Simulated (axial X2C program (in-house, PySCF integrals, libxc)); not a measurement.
# TmC: from the state search to constants, part 2 of 2

Computed with an in-house X2C program for linear molecules on PySCF integrals; all-electron X2C, Tm dyall-cv3z, C dyall-v3z. Earlier steps stand in the parts before.

### 11 PBE0, 2c

State followed: Ω = 5/2 (excess of +ω over −ω: ω = -1/2, 2 × ω = 3/2). The scan is laid around 2.332 Å, a first estimate of the minimum, and this SCF restarts from the orbitals of the search.

Output at 2.332 Å:

```text
two-component X2C + atomic mean field  PBE0
basis functions 223  fitting functions 1148  grid points 5080
iter        total energy     max residual
   1     -13600.556246917     1.69e+01
   2     -13601.952635299     2.04e-02
   3     -13601.924709569     6.63e-02
   4     -13601.960289038     1.04e-02
   5     -13601.961823633     3.10e-03
   6     -13601.961904924     1.27e-03
   7     -13601.961916733     1.11e-04
   8     -13601.961917087     3.91e-05
   9     -13601.961917180     2.67e-05
  10     -13601.961917213     1.39e-05
  11     -13601.961917224     1.22e-05
  12     -13601.961917229     1.04e-05
  13     -13601.961917232     8.20e-06
  14     -13601.961917235     4.95e-06
  15     -13601.961917237     2.32e-06
converged
one-electron -18839.73244146  Coulomb 5449.49044534  exact exchange -72.44861743  xc functional -222.27564251  nuclear repulsion 93.94483933  atomic mean-field constant -10.94050052
```

Along the bond, energies from the lowest point:

```tsv
R (Å)	E (eV)	μ (D)	HOMO (eV)	LUMO (eV)	iterations
2.029	0.4592	-2.73	-4.23	-2.20	23
2.122	0.1979	-3.00	-4.29	-2.20	17
2.192	0.0800	-3.24	-4.34	-2.22	18
2.262	0.0175	-3.51	-4.40	-2.25	16
2.332	0.0000	-3.79	-4.47	-2.29	15
2.414	0.0242	-4.11	-4.55	-2.34	19
2.495	0.0846	-4.44	-4.62	-2.40	17
2.600	0.1994	-4.84	-4.72	-2.48	14
2.728	0.3735	-5.29	-4.83	-2.57	12
2.915	0.6527	-5.83	-4.96	-2.70	13
3.171	1.0216	-6.24	-5.08	-2.84	16
3.498	1.4014	-6.18	-5.13	-2.98	17
```

Dipoles are positive if C is the positive end.

Outer spinors at the reference distance:

```csv
ω,occupied,ε (eV),atomic character,λ mixture
-1/2,yes,-11.18,"68% C s, 10% Tm d, 8% Tm p",100% σ
-1/2,yes,-7.47,"97% Tm f, 2% C p","78% π, 22% σ"
3/2,yes,-7.14,"96% Tm f, 3% C p","75% π, 25% δ"
1/2,yes,-7.04,"88% Tm f, 10% C p","78% σ, 22% π"
-3/2,yes,-6.81,100% Tm f,"80% δ, 20% π"
-5/2,yes,-6.41,100% Tm f,"77% φ, 23% δ"
5/2,yes,-6.28,100% Tm f,"51% δ, 49% φ"
1/2,yes,-6.26,"69% C p, 15% Tm f, 7% Tm s","90% σ, 10% π"
3/2,yes,-6.14,"69% Tm f, 26% C p, 3% Tm d","58% δ, 42% π"
-1/2,yes,-6.12,"58% Tm f, 35% C p, 5% Tm d","50% π, 50% σ"
-1/2,yes,-5.83,"47% Tm f, 44% C p, 7% Tm d","72% π, 28% σ"
3/2,yes,-5.81,"51% C p, 38% Tm f, 8% Tm d","83% π, 17% δ"
5/2,yes,-5.42,100% Tm f,"51% φ, 49% δ"
1/2,yes,-5.28,96% Tm f,"68% π, 32% σ"
7/2,yes,-5.21,100% Tm f,100% φ
-5/2,yes,-5.21,100% Tm f,"77% δ, 23% φ"
-7/2,yes,-4.72,100% Tm f,100% φ
-1/2,yes,-4.47,"71% Tm s, 16% Tm p, 8% C p",100% σ
1/2,no,-2.29,"74% Tm s, 10% Tm p, 10% Tm d","99% σ, 1% π"
1/2,no,-1.31,"47% Tm p, 42% C p, 10% Tm d","99% π, 1% σ"
-3/2,no,-1.22,"50% C p, 30% Tm p, 19% Tm d",100% π
-1/2,no,-1.03,"39% C p, 38% Tm d, 11% Tm p",100% σ
```

PBE0 fields in the half plane through the axis: z from -2.4 to 4.5 Å across, distance from the axis 0.15 to 2.25 Å upwards; Tm lies at z = 0 and C at z = 2.332 Å; the ELF is damped to zero where the density is low.

log10 density (e/bohr³). Ten even steps from '0' (-4.59 ) to '9' (1.77 ):
```
112222222222222222111000
122223333322222222221100
222333333333333333322110
223333444433334444332211
223334455544444444433221
233344566655445555443321
233345677765555665544322
233445789875556686554322
```

ELF. Ten even steps from ' ' (0.00 ) to '@' (0.94 ):
```
::++##%%%%%%**++==--::............              
++%%@@@@%%**++--::........::::::::::::..        
##@@@@%%**--::..      ..::--==++++++==--::      
@@@@%%**--........      ::++**######**++--::    
@@@@##--....::------..  ::**%%%%%%%%%%##++--..  
@@%%++::..::==**++**==..::##@@@@@@@@@@%%##==::  
@@%%==....==++==--==++::::%%@@##++%%@@@@%%**--..
@@##--..::**++**--**++==::%%%%  @@::@@@@%%**--..
```

Re = 2.328 Å, ωe = 423 cm⁻¹, ωexe = 2.36 cm⁻¹, Be = 0.2775 cm⁻¹, De = 2.19 eV, μ = -3.77 D.

### 12 HF, 2c

The SCF at the reference distance of 2.332 Å:

```text
two-component X2C + atomic mean field  HF
basis functions 223  fitting functions 1148  grid points 5080
iter        total energy     max residual
   1     -13597.032127001     4.68e-01
   2     -13597.081609278     4.95e-02
   3     -13597.067765408     8.90e-02
   4     -13597.096906360     2.91e-03
   5     -13597.097485699     2.31e-03
   6     -13597.097775503     1.26e-03
   7     -13597.097874961     9.22e-04
   8     -13597.097898260     8.65e-04
   9     -13597.097907191     8.21e-04
  10     -13597.097915230     7.54e-04
  11     -13597.097922307     6.74e-04
  12     -13597.097935083     4.96e-04
  13     -13597.097945937     2.70e-04
  14     -13597.097949754     1.22e-04
  15     -13597.097950881     3.45e-05
  16     -13597.097951038     1.45e-05
  17     -13597.097951055     6.53e-06
  18     -13597.097951060     3.85e-06
  19     -13597.097951062     2.79e-06
converged
one-electron -18844.46087592  Coulomb 5454.51426852  exact exchange -290.15568247  xc functional 0.00000000  nuclear repulsion 93.94483933  atomic mean-field constant -10.94050052
```

Re = 2.426 Å, ωe = 425 cm⁻¹, ωexe = 2.05 cm⁻¹, Be = 0.2557 cm⁻¹, De = 1.76 eV, μ = -3.77 D.

### 13 PBEsol, 2c

The SCF at the reference distance of 2.332 Å:

```text
two-component X2C + atomic mean field  PBEsol
basis functions 223  fitting functions 1148  grid points 5080
iter        total energy     max residual
   1     -13597.491684711     5.21e-01
   2     -13596.711197565     3.29e-01
   3     -13596.859962154     3.36e-01
   4     -13597.313188353     1.26e-01
   5     -13596.780158176     2.71e-01
   6     -13597.497707836     1.38e-02
   7     -13597.496448418     2.49e-02
   8     -13597.502197068     1.19e-02
   9     -13597.504482759     4.24e-03
  10     -13597.504848568     7.78e-04
  11     -13597.504880687     6.17e-04
  12     -13597.504884525     1.83e-04
  13     -13597.504884994     1.56e-05
  14     -13597.504884999     4.49e-06
  15     -13597.504885000     1.53e-06
converged
one-electron -18835.43538959  Coulomb 5444.99803150  exact exchange 0.00000000  xc functional -290.07186572  nuclear repulsion 93.94483933  atomic mean-field constant -10.94050052
```

Re = 2.247 Å, ωe = 427 cm⁻¹, ωexe = 1.83 cm⁻¹, Be = 0.298 cm⁻¹, De = 2.59 eV, μ = -3.72 D.

### 14 B3LYP, 2c

The SCF at the reference distance of 2.332 Å:

```text
two-component X2C + atomic mean field  B3LYP
basis functions 223  fitting functions 1148  grid points 5080
iter        total energy     max residual
   1     -13602.553638160     8.45e-02
   2     -13602.554234205     1.53e-02
   3     -13602.545389565     4.66e-02
   4     -13602.555687885     3.57e-03
   5     -13602.555794453     1.00e-03
   6     -13602.555810446     3.67e-04
   7     -13602.555815733     1.86e-04
   8     -13602.555819549     7.26e-05
   9     -13602.555820683     8.94e-05
  10     -13602.555821377     3.90e-05
  11     -13602.555821649     2.49e-05
  12     -13602.555821682     1.81e-05
  13     -13602.555821691     1.36e-05
  14     -13602.555821700     1.01e-05
  15     -13602.555821705     5.73e-06
  16     -13602.555821708     1.22e-06
  17     -13602.555821708     3.97e-07
converged
one-electron -18838.73489060  Coulomb 5448.45674353  exact exchange -57.94673103  xc functional -237.33528242  nuclear repulsion 93.94483933  atomic mean-field constant -10.94050052
```

Re = 2.340 Å, ωe = 406 cm⁻¹, ωexe = 2.56 cm⁻¹, Be = 0.2749 cm⁻¹, De = 1.87 eV, μ = -4.11 D.

### 15 PW91, 2c

The SCF at the reference distance of 2.332 Å:

```text
two-component X2C + atomic mean field  PW91
basis functions 223  fitting functions 1148  grid points 5080
iter        total energy     max residual
   1     -13603.717997899     1.70e-01
   2     -13603.014280200     3.09e-01
   3     -13603.517713614     1.95e-01
   4     -13603.653413116     9.25e-02
   5     -13603.495078124     1.40e-01
   6     -13603.715650888     2.30e-02
   7     -13603.726997116     9.60e-03
   8     -13603.727118919     1.30e-02
   9     -13603.729247511     2.24e-03
  10     -13603.729342568     1.10e-03
  11     -13603.729375112     2.27e-04
  12     -13603.729375542     1.93e-04
  13     -13603.729375940     3.35e-05
  14     -13603.729375955     1.03e-05
  15     -13603.729375956     6.85e-06
converged
one-electron -18836.22774765  Coulomb 5445.87011570  exact exchange 0.00000000  xc functional -296.37608282  nuclear repulsion 93.94483933  atomic mean-field constant -10.94050052
```

Re = 2.275 Å, ωe = 413 cm⁻¹, ωexe = 1.81 cm⁻¹, Be = 0.2908 cm⁻¹, De = 2.42 eV, μ = -3.81 D.

### 16 MP2, 2c

Correlated methods: 27 electrons correlated (frozen shells, counted by type: Tm 4 s, 3 p, 2 d; C 1 s), 273 virtual spinors in MP2.

MP2: No constants are quoted: the reference is strongly spin-contaminated.

### 17 A higher determinant, 2c

State: Ω = 1/2 (excess of +ω over −ω: 2 × ω = -1/2, ω = 3/2).

Output at the reference distance:

```text
two-component X2C + atomic mean field  PBE0
basis functions 223  fitting functions 1148  grid points 5080
iter        total energy     max residual
   1     -13600.554264384     1.69e+01
   2     -13601.949549910     2.03e-02
   3     -13601.924541349     6.23e-02
   4     -13601.957163292     9.75e-03
   5     -13601.958490999     2.82e-03
   6     -13601.958556485     1.16e-03
   7     -13601.958566148     8.18e-05
   8     -13601.958566416     2.19e-05
   9     -13601.958566480     1.15e-05
  10     -13601.958566493     1.06e-05
  11     -13601.958566499     9.75e-06
  12     -13601.958566502     8.81e-06
  13     -13601.958566504     8.13e-06
  14     -13601.958566508     6.26e-06
  15     -13601.958566513     3.39e-06
  16     -13601.958566514     3.99e-07
converged
one-electron -18839.98538262  Coulomb 5449.76312152  exact exchange -72.45432881  xc functional -222.28631542  nuclear repulsion 93.94483933  atomic mean-field constant -10.94050052
```

```tsv
R (Å)	E above the lowest PBE0 point (eV)
2.029	0.585
2.122	0.307
2.192	0.181
2.262	0.113
2.332	0.091
2.414	0.112
2.495	0.171
2.600	0.284
2.728	0.458
```

Re = 2.335 Å, ωe = 426 cm⁻¹, ωexe = 2.4 cm⁻¹, Be = 0.276 cm⁻¹, μ = -3.79 D. Te = 0.09 eV.

State: Ω = 7/2 (excess of +ω over −ω: ω = 1/2, 2 × ω = 3/2).

Output at the reference distance:

```text
two-component X2C + atomic mean field  PBE0
basis functions 223  fitting functions 1148  grid points 5080
iter        total energy     max residual
   1     -13600.572392507     1.71e+01
   2     -13601.948460547     1.96e-02
   3     -13601.926579704     6.47e-02
   4     -13601.954851071     1.02e-02
   5     -13601.956006518     2.56e-03
   6     -13601.956057159     1.04e-03
   7     -13601.956064864     1.44e-04
   8     -13601.956065359     8.55e-05
   9     -13601.956065526     2.01e-05
  10     -13601.956065571     6.89e-06
  11     -13601.956065575     6.14e-06
  12     -13601.956065576     5.27e-06
converged
one-electron -18839.95771573  Coulomb 5449.73971385  exact exchange -72.45587028  xc functional -222.28653223  nuclear repulsion 93.94483933  atomic mean-field constant -10.94050052
```

```tsv
R (Å)	E above the lowest PBE0 point (eV)
2.029	0.498
2.122	0.285
2.192	0.195
2.262	0.156
2.332	0.159
2.414	0.205
2.495	0.286
2.600	0.425
2.728	0.629
```

Re = 2.291 Å, ωe = 437 cm⁻¹, ωexe = 2.21 cm⁻¹, Be = 0.2868 cm⁻¹, μ = -3.89 D. Te = 0.15 eV.

### 18 The 2c curves together

Energy (eV) of the followed determinant, 2c, from each level's lowest point:

```tsv
R (Å)	PBE0	HF	MP2 (spin-contaminated)	PBEsol	B3LYP	PW91
2.029	0.459	0.956	0.499	0.234	0.460	0.287
2.122	0.198	0.498	0.210	0.067	0.205	0.097
2.192	0.080	0.270	0.082	0.011	0.087	0.026
2.262	0.018	0.121	0.016	0.000	0.022	0.000
2.332	0.000	0.036	0.000	0.024	0.000	0.010
2.414	0.024	0.000	0.030	0.085	0.017	0.057
2.495	0.085	0.016	0.100	0.173	0.068	0.133
2.600	0.199	0.092	0.230	0.313	0.170	0.258
2.728	0.373	0.242	0.427	0.505	0.325	0.435
2.915	0.653	0.518	0.746	0.796	0.572	0.708
3.171	1.022	0.934	1.181	1.170	0.889	1.059
3.498	1.401	1.423	1.645	1.556	1.206	1.424
```

The whole job took 46 min on 2 threads of Intel Xeon at 2.50GHz (Skylake/Cascade Lake), shared host.

### 19 What came out

The summary covers parts 1 to 2.

Lowest determinant that the search found at its distance, spin-free: M_S = 3/2, Λ = 1 (beyond closed shells: 2 × π+α, π+β, 2 × π-α).

Lowest determinant that the search found at its distance, 2c: Ω = 5/2 (excess of +ω over −ω: ω = -1/2, 2 × ω = 3/2).

```
Hamiltonian   level  Re (Å)  ωe (cm⁻¹)  De (eV)  μ (D)
  spin-free    PBE0   2.332        424     2.22  -3.79
  spin-free      HF   2.426        426     1.77  -3.75
  spin-free  PBEsol   2.247        427     2.61  -3.79
  spin-free   B3LYP   2.344        405     1.89  -4.15
  spin-free    PW91   2.271        412     2.45  -3.89
         2c    PBE0   2.328        423     2.19  -3.77
         2c      HF   2.426        425     1.76  -3.77
         2c  PBEsol   2.247        427     2.59  -3.72
         2c   B3LYP   2.340        406     1.87  -4.11
         2c    PW91   2.275        413     2.42  -3.81
```

Dipoles are positive if C is the positive end. No constants: spin-free MP2 (the reference is strongly spin-contaminated); 2c MP2 (the reference is strongly spin-contaminated). Spin-free ⟨S²⟩ is off its pure value at PBE0 4.56, HF 4.71, PBEsol 4.36, B3LYP 4.47, PW91 4.34.

Time per point (s) on 2 threads of Intel Xeon at 2.50GHz (Skylake/Cascade Lake), shared host (2c runs); the times are rough: PBE0 2.7, HF 1.7, PBEsol 1.6, B3LYP 2.9, PW91 1.8.

In words: At PBE0, going from spin-free to two-component changes Re by -4 mÅ, ωe by -0.1 %, which is small (part of it comes from the scalar share of the two-electron terms). It costs about 1.5 times the time. De moves by -0.03 eV; both De rest on single-determinant atoms, which can miss part of an open shell's spin–orbit lowering.

De refers to Tm + C, each in the lowest determinant found, which need not be this curve's own limit. Each curve is one determinant whose occupation by symmetry is held fixed; it was picked as the lowest of a PBE0 search that is not exhaustive. De is counted from the lowest determinant-based energies of the atoms at the same level, without counterpoise correction. Density functionals use the spin component along the axis (collinear). With several unpaired electrons one determinant need not be a pure state. At some level an empty orbital lies below a filled one. The spin-free determinant is spin-contaminated at some levels.
